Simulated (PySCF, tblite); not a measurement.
**C2H7FOSi2: dynamics, then NMR shifts on frames**

How do NMR shifts of C2H7FOSi2 (`F[C@@H]1C[SiH2]O[SiH2]1`) change as the atoms move?

The runs use tblite 0.8.0 and PySCF 2.14.0, with density-fitted response routines of our own; the level of theory stands in each step. All values are computed, except where a source is named. Atoms are numbered from 0 throughout.

### 1 The starting structure

13 atoms, charge 0, multiplicity 1; geometry from: GFN2-xTB.

Bonds of the start (Å): F0–C1 1.39, C1–C2 1.53, C2–Si3 1.91, Si3–O4 1.64, O4–Si5 1.64, Si5–C1 1.93, C1–H6 1.10, C2–H7 1.09, C2–H8 1.09, Si3–H9 1.46, Si3–H10 1.46, Si5–H11 1.46, Si5–H12 1.46.

### 2 A short Langevin run with GFN2-xTB

The job: settings as JSON, then the geometry in Å.

```
{"job": {"kind": "md", "xc": "GFN2-xTB", "basis": "xTB", "temperature": 400, "steps": 2000, "every": 50, "frames": 5}, "charge": 0, "multiplicity": 1}
F      1.857515    -1.515344     0.403887
C      0.926124    -0.712866    -0.253183
C      0.954148     0.704989     0.322357
Si    -0.769323     1.462218     0.019706
O     -1.627080     0.064907    -0.107738
Si    -0.876721    -1.388312    -0.123699
H      1.263395    -0.699133    -1.297321
H      1.130115     0.620205     1.397083
H      1.785847     1.279717    -0.084694
H     -1.321801     2.179866     1.160013
H     -0.888399     2.149220    -1.261959
H     -1.308835    -2.077687    -1.330615
H     -1.129374    -2.067293     1.138436
```

Method: GFN2-xTB Langevin dynamics, gas phase.

Command:

```console
OMP_NUM_THREADS=1 python probes_run.py task.json out
```

This one command runs all jobs of the session in turn.

Log:

```text
t/fs     T/K      E/eV
    0.0   333.4   -549.73581
   25.0   205.1   -549.53951
   50.0   182.2   -549.46626
   75.0   164.3   -549.42932
  100.0   258.6   -549.44798
  125.0   303.7   -549.29210
  150.0   315.6   -549.21197
  175.0   309.4   -549.07270
  200.0   401.2   -549.14884
  225.0   528.3   -549.28696
  250.0   497.5   -549.16991
  275.0   428.0   -549.02967
  300.0   428.4   -549.06798
  325.0   435.2   -549.10535
  350.0   358.6   -548.96847
  375.0   431.4   -548.96624
  400.0   503.2   -549.07088
  425.0   543.1   -548.84489
  450.0   540.4   -548.88841
  475.0   519.0   -549.07065
  500.0   415.8   -549.01058
  525.0   290.3   -549.06699
  550.0   358.1   -549.20918
  575.0   441.5   -549.08235
  600.0   356.9   -548.84965
  625.0   467.7   -548.89071
  650.0   480.6   -548.99819
  675.0   378.1   -548.90440
  700.0   525.7   -549.12897
  725.0   523.6   -549.05768
  750.0   381.1   -549.03869
  775.0   578.9   -549.16719
  800.0   563.5   -549.24716
  825.0   510.2   -549.13418
  850.0   336.6   -548.97703
  875.0   620.4   -549.31580
  900.0   493.3   -549.11898
  925.0   506.1   -549.07081
  950.0   344.8   -548.86633
  975.0   423.3   -549.14426
 1000.0   449.7   -549.18102
```

It took 9 s on 1 thread of Arm Neoverse V2, shared host; peak memory 0.18 GiB.

Distance from the start (root mean square after alignment): 0 fs 0.00 Å, 200 fs 0.56 Å, 400 fs 0.91 Å, 600 fs 0.70 Å, 800 fs 0.69 Å, 1000 fs 0.41 Å.

Positions (Å) and forces (eV/Å) at 1000 fs:

```xyz
13

F     1.181   -1.294   -0.032   -1.125    0.983    0.500
C     0.150   -0.336    0.358    0.639   -0.795    0.929
C    -0.198   -0.540    1.904   -0.890   -1.704   -1.694
Si   -2.192   -0.807    1.823    1.608   -1.410    0.564
O    -2.586   -0.402    0.310    0.578    0.164   -1.053
Si   -1.390   -0.515   -0.830    0.302    0.526    0.783
H     0.643    0.618    0.249    0.264    0.368   -0.203
H     0.426   -1.429    2.189   -0.879    0.575   -0.042
H     0.055    0.235    2.614    0.200    0.398   -0.475
H    -2.718   -2.181    1.964    0.280    0.206    0.038
H    -2.791    0.078    2.722   -0.712    1.049    0.806
H    -1.431    0.611   -1.741   -0.199    0.196    0.012
H    -1.407   -1.778   -1.496   -0.066   -0.556   -0.164
```

### 3 NMR shieldings: 250 fs, PBE0/pcSseg-1

The job: settings as JSON, then the geometry in Å.

```
{"job": {"kind": "nmr", "xc": "PBE0", "basis": "pcSseg-1", "pop": false}, "charge": 0, "multiplicity": 1}
F      1.175100    -1.328200     1.003000
C      0.751200    -0.752500    -0.160100
C      0.620500     0.813600    -0.020600
Si    -1.132900     1.110200     0.734200
O     -1.927700    -0.284800     0.139600
Si    -1.092200    -1.339500    -0.696300
H      1.464700    -1.193700    -0.923400
H      1.358500     1.164800     0.655600
H      0.918600     1.119200    -1.019900
H     -0.975300     0.958200     2.205100
H     -1.920300     2.093600     0.089100
H     -1.222000    -0.996800    -2.177800
H     -1.469600    -2.680900    -0.345400
```

Method: GIAO PBE0/pcSseg-1 NMR shielding, non-relativistic, gas phase.

Log:

```text
coarse grid: 11936 points
cycle   1  E = -833.7582515735  dE =  6.337e-01  |g| = 8.953e-01  |ddm| = 3.262e+00
cycle   2  E = -833.4950107876  dE =  2.632e-01  |g| = 1.486e+00  |ddm| = 2.023e+00
cycle   3  E = -833.8971051175  dE = -4.021e-01  |g| = 1.336e-01  |ddm| = 1.487e+00
cycle   4  E = -833.9001871809  dE = -3.082e-03  |g| = 6.249e-02  |ddm| = 1.608e-01
cycle   5  E = -833.9009539880  dE = -7.668e-04  |g| = 7.739e-03  |ddm| = 4.932e-02
cycle   6  E = -833.9009627950  dE = -8.807e-06  |g| = 2.845e-03  |ddm| = 8.330e-03
final grid: 106688 points
cycle   7  E = -833.9523733783  dE = -1.742e-05  |g| = 9.010e-03  |ddm| = 1.813e-02
cycle   8  E = -833.9523502567  dE =  2.312e-05  |g| = 1.437e-02  |ddm| = 1.649e-02
cycle   9  E = -833.9523875888  dE = -3.733e-05  |g| = 7.659e-04  |ddm| = 1.080e-02
cycle  10  E = -833.9523876923  dE = -1.035e-07  |g| = 2.211e-04  |ddm| = 9.243e-04
cycle  11  E = -833.9523877024  dE = -1.005e-08  |g| = 4.826e-05  |ddm| = 2.349e-04
cycle  12  E = -833.9523877028  dE = -4.538e-10  |g| = 1.040e-05  |ddm| = 5.751e-05
converged SCF energy = -833.9523877028

GIAO shielding tensors (ppm)
atom      isotropic    diamagn.    paramagn.     s11        s22        s33       span
  0 F      406.918     474.985     -68.067    350.077    379.407    491.271    141.194
  1 C       86.907     247.520    -160.612     48.603     74.897    137.223     88.620
  2 C      167.328     253.688     -86.359    148.778    166.516    186.692     37.914
  3 Si     339.136     878.410    -539.274    271.742    340.028    405.637    133.894
  4 O      310.058     398.799     -88.741    244.121    332.648    353.405    109.285
  5 Si     358.548     880.133    -521.585    295.320    354.934    425.390    130.070
  6 H       25.456      29.796      -4.340     21.585     25.965     28.819      7.234
  7 H       31.051      31.814      -0.763     27.567     28.365     37.221      9.654
  8 H       30.171      31.343      -1.172     25.262     27.522     37.730     12.468
  9 H       25.853      28.322      -2.469     22.498     23.734     31.327      8.829
 10 H       26.470      28.889      -2.420     22.429     24.572     32.408      9.979
 11 H       26.231      28.930      -2.699     22.760     23.988     31.943      9.183
 12 H       26.465      29.327      -2.862     23.033     24.360     32.001      8.969
```

It took 16 s on 1 thread of Arm Neoverse V2, shared host; peak memory 0.71 GiB.

Shifts follow as δ = σ(reference) − σ, with reference shieldings (ppm) from runs at the same level and on the same kind of geometry: ¹H TMS 31.72, ¹³C TMS 186.9, ²⁹Si TMS 349.2, ¹⁹F CFCl3 170.9, ¹⁷O H2O 336.1. The references are single molecules in the gas phase, so shifts against H2O, NH3, PH3, H3PO4 or CFCl3 are not on the usual liquid scales and can be off by tens of ppm. Each atom is listed at this fixed geometry, with no averaging over motion; a spectrum would average atoms that exchange fast.

```tsv
atoms	environment	σ (ppm)	δ (ppm)
C1	sp3 CH bonded to F and Si	86.9	100.0
C2	sp3 CH2 bonded to Si	167.3	19.6
H6	hydrogen on an sp3 CH bonded to F and Si	25.46	6.26
H9	hydrogen on a silicon bonded to C, O, in a 5-membered ring	25.85	5.86
H11	hydrogen on a silicon bonded to C, O, in a 5-membered ring	26.23	5.49
H12	hydrogen on a silicon bonded to C, O, in a 5-membered ring	26.46	5.25
H10	hydrogen on a silicon bonded to C, O, in a 5-membered ring	26.47	5.25
H8	hydrogen on an sp3 CH2 bonded to Si	30.17	1.55
H7	hydrogen on an sp3 CH2 bonded to Si	31.05	0.67
F0	fluorine on an sp3 carbon	406.9	-236.0
Si3	silicon bonded to C, O, 2 H, in a 5-membered ring	339.1	10.0
Si5	silicon bonded to C, O, 2 H, in a 5-membered ring	358.5	-9.4
O4	oxygen bonded to 2 Si, in a 5-membered ring	310.1	26.0
```

Ring of atoms C1, C2, Si3, O4, Si5: NICS(0) -3.5, NICS(1) -2.3, NICS(1)zz -2.4 ppm (means of both faces).

Orbitals, density, ELF and potential are computed afterwards from the orbital file.

Frontier orbitals at PBE0/pcSseg-1, with the share of their density that lies nearest to each atom:

```tsv
orbital	energy (eV)	lies on
HOMO	-7.39	C1 30 %; F0 17 %; Si5 14 %
LUMO	-0.11	Si3 26 %; H9, H10 about 20 % each; O4 10 %
```

ELF in a plane through or near 6 of the atoms.

Ten even steps from '0' (0.00) to '9' (1.00):
```
0000000000000000000000000000
0000000000000000000000000000
0000000000000110000000000000
0000000110003453100000000000
0000012551016776200010000000
0000036886238878521454300000
0000036872138668400577520000
0000025525617776286277520000
0000012207713332376145310000
0000001110144114421121100000
0000000248996458997310000000
0000000126756873585100000000
0000000258856962287310000000
0000000699996666999960000000
0000000799993135999981000000
0000000269850001589730000000
0000000001100000123100000000
0000000000000000000000000000
0000000000000000000000000000
0000000000000000000000000000
```
The map spans 10.0 Å across and 8.6 Å up, centred on the molecule. Atoms in the plane (x, y in Å): C1 (0.7, -1.0), Si3 (-1.4, 0.8), O4 (0.0, 1.7), Si5 (1.4, 0.9), H6 (1.4, -1.7), H7 (-1.4, -1.7).

On the surface of density 0.002 e/bohr³ the electrostatic potential runs, from the 1st to the 99th percentile, from -1.20 V near O4 to 1.87 V near Si3.

### 4 Nuclear shieldings: 425 fs, PBE0/pcSseg-1

The job: settings as JSON, then the geometry in Å.

```
{"job": {"kind": "nmr", "xc": "PBE0", "basis": "pcSseg-1", "pop": false}, "charge": 0, "multiplicity": 1}
F      1.291500    -1.467000     1.055100
C      0.508800    -0.874700     0.025100
C      0.299300     0.651700     0.658500
Si    -1.446800     0.681800     1.571400
O     -2.298600    -0.409700     0.641200
Si    -1.347600    -1.389300    -0.337100
H      1.189500    -0.680800    -0.745800
H      1.036800     1.084400     1.311300
H      0.310300     1.322200    -0.233500
H     -1.601800     0.204200     2.973300
H     -2.206200     2.008400     1.568800
H     -1.567000    -0.831200    -1.671200
H     -1.666700    -2.773100    -0.051400
```

With the program's defaults for keys left out, this is: GIAO PBE0/pcSseg-1 NMR shielding, non-relativistic, gas phase.

Log:

```text
coarse grid: 11936 points
cycle   1  E = -833.7533062173  dE =  4.411e-01  |g| = 8.886e-01  |ddm| = 3.223e+00
cycle   2  E = -833.4478314625  dE =  3.055e-01  |g| = 1.554e+00  |ddm| = 1.954e+00
cycle   3  E = -833.8913705228  dE = -4.435e-01  |g| = 1.280e-01  |ddm| = 1.462e+00
cycle   4  E = -833.8940602537  dE = -2.690e-03  |g| = 6.977e-02  |ddm| = 1.630e-01
cycle   5  E = -833.8950153182  dE = -9.551e-04  |g| = 1.127e-02  |ddm| = 5.292e-02
cycle   6  E = -833.8950369245  dE = -2.161e-05  |g| = 4.198e-03  |ddm| = 1.055e-02
cycle   7  E = -833.8950405809  dE = -3.656e-06  |g| = 8.555e-04  |ddm| = 3.741e-03
final grid: 106688 points
cycle   8  E = -833.9472677073  dE = -1.935e-05  |g| = 9.585e-03  |ddm| = 1.793e-02
cycle   9  E = -833.9472391043  dE =  2.860e-05  |g| = 1.551e-02  |ddm| = 1.720e-02
cycle  10  E = -833.9472861529  dE = -4.705e-05  |g| = 1.017e-03  |ddm| = 1.089e-02
cycle  11  E = -833.9472863391  dE = -1.862e-07  |g| = 3.327e-04  |ddm| = 1.122e-03
cycle  12  E = -833.9472863617  dE = -2.260e-08  |g| = 8.506e-05  |ddm| = 3.153e-04
cycle  13  E = -833.9472863627  dE = -9.757e-10  |g| = 3.086e-05  |ddm| = 6.960e-05
converged SCF energy = -833.9472863627

GIAO shielding tensors (ppm)
atom      isotropic    diamagn.    paramagn.     s11        s22        s33       span
  0 F      397.465     473.597     -76.132    347.566    402.906    441.922     94.356
  1 C       89.656     248.373    -158.716     43.105     67.737    158.127    115.022
  2 C      152.846     255.791    -102.945    125.850    153.177    179.512     53.662
  3 Si     347.589     877.884    -530.295    293.491    326.383    422.893    129.401
  4 O      298.824     397.764     -98.940    227.483    294.860    374.129    146.646
  5 Si     356.713     878.301    -521.588    291.935    350.438    427.765    135.830
  6 H       26.270      32.343      -6.073     22.522     27.144     29.142      6.619
  7 H       30.203      31.800      -1.597     26.749     27.592     36.267      9.518
  8 H       29.498      32.677      -3.179     25.662     26.906     35.925     10.263
  9 H       25.835      27.735      -1.900     22.659     23.730     31.116      8.457
 10 H       25.556      27.224      -1.668     22.554     23.519     30.596      8.042
 11 H       26.733      29.268      -2.535     22.920     24.533     32.747      9.827
 12 H       26.242      27.753      -1.511     22.583     24.327     31.816      9.234
```

Wall time 11 s (1 thread of Arm Neoverse V2, shared host); peak memory 0.74 GiB.

This run: δ C1 97.3, C2 34.1, F0 -226.5, Si3 1.6, H10 6.16, H9 5.88 ppm.

[end of part 1 of 2]
